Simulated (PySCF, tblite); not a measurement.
# C4H4BN3O: geometry, infrared bands and NMR shifts

What infrared bands and NMR shifts should C4H4BN3O (`N#CC1=CB(N)NC1=O`) show?

Computed with tblite 0.8.0 and PySCF 2.14.0, with density-fitted response routines of our own, on a single molecule in the gas phase. Atoms count from 0, in the outputs and in this text.

### 1 The molecule as given

13 atoms, charge 0, multiplicity 1; geometry from: force field or distance geometry start.

Bonds of the start (Å): N0–C1 1.16, C1–C2 1.46, C2–C3 1.32, C3–B4 1.57, B4–N5 1.53, B4–N6 1.53, N6–C7 1.41, C7–O8 1.27, C7–C2 1.47, C3–H9 1.09, N5–H10 1.05, N5–H11 1.04, N6–H12 1.04.

### 2 Relaxing the molecule with GFN2-xTB

Job settings and geometry (Å):

```
{"job": {"kind": "relax", "xc": "GFN2-xTB", "basis": "xTB"}, "charge": 0, "multiplicity": 1}
N     -3.629200    -1.460100    -0.109900
C     -2.588500    -0.938700    -0.126600
C     -1.267300    -0.309900    -0.111000
C     -0.181400    -0.881400    -0.595200
B      1.046300     0.087000    -0.415700
N      2.476300    -0.412600    -0.220700
N      0.412800     1.320000     0.225200
C     -0.956200     1.039800     0.395400
O     -1.805200     1.830300     0.905300
H     -0.104100    -1.877700    -1.018400
H      2.553900    -0.966500     0.670800
H      3.135700     0.380100    -0.124800
H      0.902500     2.190200     0.507900
```

Launch:

```sh
OMP_NUM_THREADS=1 python probes_run.py task.json out
```

One launch serves the whole session: the jobs run in the order shown.

**Question.** This job is followed by: GFN2-xTB harmonic vibrations, gas phase; GIAO PBE0/pcSseg-1 NMR shielding, non-relativistic, gas phase. What will the session give for the following? strongest single infrared mode (GFN2-xTB); zero-point energy (GFN2-xTB); 13C shifts against TMS (PBE0/pcSseg-1); 1H shifts against TMS (PBE0/pcSseg-1, means over atoms taken as alike); 15N shifts against NH3 (PBE0/pcSseg-1); 11B shifts against BF3·OEt2 (PBE0/pcSseg-1); 17O shifts against H2O (PBE0/pcSseg-1); surface potential, 1st and 99th percentile.

The runs gave:

```
                                                              quantity                           value
                             strongest single infrared mode (GFN2-xTB)           1776 cm⁻¹, 469 km/mol
                                          zero-point energy (GFN2-xTB)                   54.2 kcal/mol
                                13C shifts against TMS (PBE0/pcSseg-1)  175.5, 163.3, 133.2, 119.3 ppm
1H shifts against TMS (PBE0/pcSseg-1, means over atoms taken as alike)            7.63, 4.90, 3.41 ppm
                                15N shifts against NH3 (PBE0/pcSseg-1)          337.0, 140.8, 76.8 ppm
                           11B shifts against BF3·OEt2 (PBE0/pcSseg-1)                        27.6 ppm
                                17O shifts against H2O (PBE0/pcSseg-1)                       486.1 ppm
                                 surface potential, 1st and 99th percentile              -1.84 V and 2.45 V
```

In words: Relaxing lowered the energy by 1.500 eV in 65 steps; the close pair that moved most is B4–N5, from 1.527 to 1.381 Å. All 33 modes are real, so the xTB geometry is a minimum. The strongest single mode, at 1776 cm⁻¹, moves mainly C7 and O8. GFN2-xTB is a fitted tight-binding method: band positions and strengths are rough. Its intensities can rank the bands wrongly. At PBE0/pcSseg-1: The largest span, 843 ppm, is at O8, where the paramagnetic term is -545 ppm. At PBE0/pcSseg-1, counted by nearest atom on the grid, the HOMO lies on O8 70 %; C2 9 %, the LUMO on C3 27 %; C2 19 %.
